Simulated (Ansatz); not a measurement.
**CuBr: small, medium and large basis sets**

One table from this session's results is given with a row withheld; the runs are named, their logs left out.

Program: Ansatz 0.2.0, Gaussian basis. Level of theory: one geometry, several basis sets. These are calculated values, not measurements.

The runs, in order: PBE0-D4/def2-SVP; ωB97M-V/def2-SVP; PBE0-D4/def2-QZVPP; ωB97M-V/def2-QZVPP; the functionals' def2-TZVPP values are taken from earlier runs.

### The relaxed structure

The geometry comes from an earlier relaxation with PBE0-D4 in a triple-zeta def2 set; it is a stationary point.

SMILES `[Cu][Br]`, 2 atoms, charge 0, spin multiplicity 1.

Atoms are counted from 1 here; the program's logs count them from 0.

Bond lengths: Cu1–Br2 2.208 Å.

Set-up of the first run:

The input, in.yaml:

```yaml
crystal:
  periodic: [false, false, false]
  atoms:
    - {symbol: Cu, position_ang: [0.954365, -0.363579, 0.475582]}
    - {symbol: Br, position_ang: [-0.924865, 0.303379, -0.471482]}
basis:
  gaussian: {orbitals: def2-SVP}
hamiltonian: {xc: pbe0, dispersion: d4}
output: {orbitals: {seedname: orbitals}}
```

Run with:

```console
> ansatz run in.yaml --threads 2 --pin off --events-out ev --progress --plain --max-ram 20480MiB --backend cpu
```

Among the steps run: PBE0-D4 in def2-SVP; ωB97M-V in def2-SVP; PBE0-D4 in def2-QZVPP; ωB97M-V in def2-QZVPP.

One table of the session follows, with a row left open; its other results are not shown here.

It belongs to the step «Density functionals: the series». 

```
functional       basis  HOMO (eV)  LUMO (eV)
   PBE0-D4    def2-SVP      -6.72      -2.49
   PBE0-D4  def2-TZVPP      -7.21      -2.91
   PBE0-D4  def2-QZVPP          ?          ?
   ωB97M-V    def2-SVP      -8.93      -0.90
   ωB97M-V  def2-TZVPP      -9.42      -1.27
   ωB97M-V  def2-QZVPP      -9.45      -1.39
```

Q: Estimate the row for PBE0-D4, def2-QZVPP from the others.

The run gave: HOMO (eV): -7.24; LUMO (eV): -2.93. In the column «HOMO (eV)» it lies between ωB97M-V, def2-SVP (-8.93) and PBE0-D4, def2-TZVPP (-7.21).
